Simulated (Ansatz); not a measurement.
# BeBi2O6: the cost of one run

Method: DFT, PBEsol, no spin polarisation, plane waves, PAW, in Ansatz 0.2.0.

## 1. Geometry

It takes space group P-3m1 (No. 164, trigonal). The conventional cell has a = 3.929 Å, b = 3.929 Å, c = 9.616 Å, α = 90.00°, β = 90.00°, γ = 120.00°. O (site symmetry 3m) has 3 Bi at 2.27 Å as nearest neighbours. O (site symmetry 3m) has 3 Be at 2.34 Å as nearest neighbours. Bi (site symmetry 3m) has 3 O at 2.27 Å as nearest neighbours. O (site symmetry 3m) has 1 Be at 2.02 Å as nearest neighbours. Around Be (site symmetry -3m) lie 8 O at 2.02 to 2.34 Å.

The coordinates stand in the input below.

The first density is read from a saved solution for the starting cell.

## 2. The relaxation

input.yaml

```yaml
crystal:
  lattice:
    - [1.964458, 3.402538, 0.0]
    - [-1.964458, 3.402538, 0.0]
    - [0.0, 0.0, 9.615888]
  atoms:
    - { symbol: O, position: [0.6667, 0.6666, 0.66] }
    - { symbol: O, position: [0.3333, 0.3334, 0.34] }
    - { symbol: O, position: [0.6667, 0.6666, 0.94] }
    - { symbol: O, position: [0.3333, 0.3334, 0.06] }
    - { symbol: Bi, position: [0.6667, 0.6666, 0.357] }
    - { symbol: Bi, position: [0.3333, 0.3334, 0.643] }
    - { symbol: O, position: [0.0, 0.0, 0.21] }
    - { symbol: O, position: [0.0, 0.0, 0.79] }
    - { symbol: Be, position: [0.0, 0.0, 0.0] }
  symmetry: { tolerance: 0.0003 }
kpoints:
  mp_grid: { grid: [7, 7, 3], shift: [0, 0, 0] }
magnetization:
  spin_polarized: false
scf:
  occupations: { method: fermi_dirac }
  lower_state_search: "off"
hamiltonian:
  pseudopotentials: { kind: paw }
  xc: pbesol
basis:
  ecutwfc: 420
  fft_grid_basis: typed
relax:
  max_steps: 60
  cell: { p_target: 20.0 }
  f_tol: 0.03
output:
  forces: true
  stress: true
  eigenvalues: true
  bader: false
  populations: true
  elf: true
  write_potential: true
  volumetric_format: npy
  dos:
    e_range: [-12, 8]
    de: 0.05
    projected: { site_lists: { Be: [Be], Bi: [Bi], O: [O] } }
  write_density: true
checkpoint:
  read: saved_state
```

Launch:

```bash
ansatz run input.yaml --threads 2 --pin off --max-ram 3584MiB --backend cpu --events-out ev --progress --plain --runs-dir out
```

**Question.** How long does this run take on 2 threads of Arm Neoverse V1, shared host, and how much memory does it need?

About 65 s, with a peak of 0.47 GiB.
